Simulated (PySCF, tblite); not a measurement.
# C₂H₁₄O₂Si₄: geometry, infrared bands and NMR shifts

Wanted: the infrared bands and NMR shifts of C₂H₁₄O₂Si₄ (`CCO[SiH2][SiH2][Si@H](O)[SiH3]`), by calculation.

The runs use tblite 0.8.0 and PySCF 2.14.0, with density-fitted response routines of our own; the level of theory stands in each step. All values are computed, except where a source is named. Atoms are numbered from 0 throughout.

## Step 1: The molecule as given

22 atoms, charge 0, multiplicity 1; geometry from: force field or distance geometry start.

Bonds of the start (Å): C0–C1 1.52, C1–O2 1.44, O2–Si3 1.66, Si3–Si4 2.30, Si4–Si5 2.31, Si5–O6 1.67, Si5–Si7 2.32, C0–H8 1.09, C0–H9 1.10, C0–H10 1.10, C1–H11 1.10, C1–H12 1.08, Si3–H13 1.48, Si3–H14 1.49, Si4–H15 1.49, Si4–H16 1.49, Si5–H17 1.48, O6–H18 0.98, Si7–H19 1.49, Si7–H20 1.48, Si7–H21 1.49.

## Step 2: Geometry optimisation with GFN2-xTB

Job settings and geometry (Å):

```
{"job": {"kind": "relax", "xc": "GFN2-xTB", "basis": "xTB"}, "charge": 0, "multiplicity": 1}
C     -2.651900     1.475400     1.436700
C     -2.634400     0.460500     0.305900
O     -1.345400    -0.181500     0.330100
Si    -1.034900    -1.339200    -0.823700
Si     1.130400    -2.082500    -0.597100
Si     2.498300    -0.322700    -1.190300
O      4.106100    -0.775700    -1.094800
Si     2.042600     1.433800     0.257400
H     -1.863800     2.219500     1.304100
H     -2.487500     0.994300     2.408700
H     -3.628600     1.989800     1.469000
H     -3.428800    -0.285500     0.477300
H     -2.801500     0.966100    -0.631900
H     -1.257100    -0.766800    -2.164900
H     -1.996800    -2.455000    -0.620300
H      1.385500    -3.243400    -1.489900
H      1.447100    -2.514500     0.790800
H      2.231200     0.077900    -2.592200
H      4.430600    -1.106100    -0.231000
H      2.120400     0.952800     1.665700
H      3.037700     2.519000     0.085800
H      0.690600     2.003300    -0.016000
```

On the command line:

```bash
> OMP_NUM_THREADS=1 python probes_run.py task.json out
```

This one command runs all jobs of the session in turn.

**Question.** This job is followed by: GFN2-xTB harmonic vibrations, gas phase; GIAO PBE0/pcSseg-1 NMR shielding, non-relativistic, gas phase. What will the session give for the following? strongest single infrared mode (GFN2-xTB); zero-point energy (GFN2-xTB); ¹³C shifts against TMS (PBE0/pcSseg-1); ¹H shifts against TMS (PBE0/pcSseg-1, means over atoms taken as alike); ¹⁷O shifts against H2O (PBE0/pcSseg-1); ²⁹Si shifts against TMS (PBE0/pcSseg-1); surface potential, 1st and 99th percentile.

**Answer**, as computed:

```
                                                              quantity                                                            value
                             strongest single infrared mode (GFN2-xTB)                                             576 cm⁻¹, 656 km/mol
                                          zero-point energy (GFN2-xTB)                                                    92.8 kcal/mol
                                ¹³C shifts against TMS (PBE0/pcSseg-1)                                                   66.6, 21.3 ppm
¹H shifts against TMS (PBE0/pcSseg-1, means over atoms taken as alike)  6.10, 5.27, 5.18, 3.94, 3.53, 3.51, 3.41, 3.35, 1.23, -0.20 ppm
                                ¹⁷O shifts against H2O (PBE0/pcSseg-1)                                                    21.1, 4.8 ppm
                               ²⁹Si shifts against TMS (PBE0/pcSseg-1)                                  -7.5, -21.6, -111.8, -126.0 ppm
                                 surface potential, 1st and 99th percentile                                               -1.27 V and 2.01 V
```

In words: Over 162 steps the energy fell by 0.426 eV; of the close pairs, C1–O2 changed most, 1.440 to 1.398 Å. The lowest mode is imaginary (29i cm⁻¹), so the xTB geometry is not a minimum. The strongest single mode, at 576 cm⁻¹, moves mainly H17 and H15. GFN2-xTB is a fitted tight-binding method: band positions and strengths are rough. Its intensities can rank the bands wrongly. C1 (sp3 CH2 bonded to O) lies farthest downfield among carbon, at 66.6 ppm; deshielded by the electronegative neighbour. At PBE0/pcSseg-1, counted by nearest atom on the grid, the HOMO lies on Si4, Si5 about 19 % each; O6 19 %, the LUMO on Si5 21 %; O6 9 %.
